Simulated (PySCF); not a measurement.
# BrClGaH: the cost of one run

Programs: PySCF 2.14.0, with density-fitted response routines of our own. Each step states its level of theory. These are calculated values for one molecule in the gas phase, unless marked as measured. Atoms count from 0, in the outputs and in this text.

## 1. Starting geometry

4 atoms, charge 0, multiplicity 1; geometry from: GFN2-xTB. The atoms were then displaced at random by about 0.01 Å, so the start is not that level's minimum.

Bonds of the start (Å): Cl0–Ga1 2.07, Ga1–Br2 2.26, Ga1–H3 1.55.

## 2. Geometry optimisation at PBE0-D3(BJ)/def2-SVP

The job: settings as JSON, then the geometry in Å.

```
{"job": {"xc": "PBE0", "basis": "def2-SVP", "d3": "d3bj", "grid": 1, "shake": 0.01, "kind": "geom"}, "charge": 0, "multiplicity": 1}
Cl    -1.648580    -1.246120    -0.014130
Ga    -0.113540     0.145820    -0.008590
Br     2.017530    -0.618710    -0.001590
H     -0.217410     1.693640    -0.008700
```

Started as:

```sh
$ OMP_NUM_THREADS=1 python probes_run.py task.json out
```

This one command runs all jobs of the session in turn.

**Question.** How long does this first job take on 1 thread of Arm Neoverse V2, shared host, and how much memory does it need?

About 21 s, with a peak of 0.36 GiB.
